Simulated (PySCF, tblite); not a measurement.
# C₂H₉N₂Si radical: geometry, infrared bands and EPR parameters

Wanted: the infrared bands and EPR parameters of C₂H₉N₂Si radical (`C[N][SiH2]NC`), by calculation.

Programs: tblite 0.8.0 and PySCF 2.14.0, with density-fitted response routines of our own. Each step states its level of theory. These are calculated values for one molecule in the gas phase, unless marked as measured. Atoms are numbered from 0 throughout.

### 1 The molecule as given

14 atoms, charge 0, multiplicity 2; geometry from: force field or distance geometry start.

Bonds of the start (Å): C0–N1 1.46, N1–Si2 1.73, Si2–N3 1.70, N3–C4 1.46, C0–H5 1.10, C0–H6 1.09, C0–H7 1.10, Si2–H8 1.48, Si2–H9 1.49, N3–H10 1.03, C4–H11 1.10, C4–H12 1.10, C4–H13 1.09.

### 2 Geometry optimisation with GFN2-xTB

The job: settings as JSON, then the geometry in Å.

```
{"job": {"kind": "relax", "xc": "GFN2-xTB", "basis": "xTB"}, "charge": 0, "multiplicity": 2}
C      2.403200     0.279300     0.789700
N      1.088500    -0.350000     0.646500
Si     0.170300     0.238900    -0.694600
N     -1.216200    -0.728000    -0.477700
C     -2.396600    -0.295300     0.262500
H      2.330600     1.363100     0.965300
H      3.052600     0.122900    -0.077100
H      2.937700    -0.126400     1.657900
H      0.806400    -0.113700    -1.982400
H     -0.213100     1.666500    -0.543000
H     -0.794700    -1.494900     0.066800
H     -3.129100    -1.111900     0.298100
H     -2.883400     0.553500    -0.237000
H     -2.156900    -0.004600     1.283000
```

Run with:

```sh
> OMP_NUM_THREADS=1 python probes_run.py task.json out
```

One launch serves the whole session: the jobs run in the order shown.

**Question.** This job is followed by: GFN2-xTB harmonic vibrations, gas phase; UKS B3LYP, pcH-1 on C H N Si, non-relativistic, mean-field spin-orbit, GIAO. What will the session give for the following? strongest single infrared mode (GFN2-xTB); zero-point energy (GFN2-xTB); g(iso) (B3LYP); ⟨S²⟩; largest a(iso) (averaged by class); surface potential, 1st and 99th percentile.

As calculated:

| quantity | value |
| --- | --- |
| strongest single infrared mode (GFN2-xTB) | 2072 cm⁻¹, 417 km/mol |
| zero-point energy (GFN2-xTB) | 67.9 kcal/mol |
| g(iso) (B3LYP) | 2.00609 |
| ⟨S²⟩ | 0.754 (exact 0.75) |
| largest a(iso) (averaged by class) | 1H on H5, H6, H7, 102.3 MHz |
| surface potential, 1st and 99th percentile | -1.39 V and 1.17 V |

**Reading.** Relaxing lowered the energy by 0.588 eV in 151 steps; the close pair that moved most is C0–N1, from 1.465 to 1.394 Å. No mode is imaginary among the 36: a minimum at this level. The strongest single mode, at 2072 cm⁻¹, moves mainly H9. GFN2-xTB is a fitted tight-binding method: band positions and strengths are rough. Its intensities can rank the bands wrongly. Most of the unpaired spin sits on N1 (0.88 e). The isotropic g lies 3.8 ppt above the free-electron value.
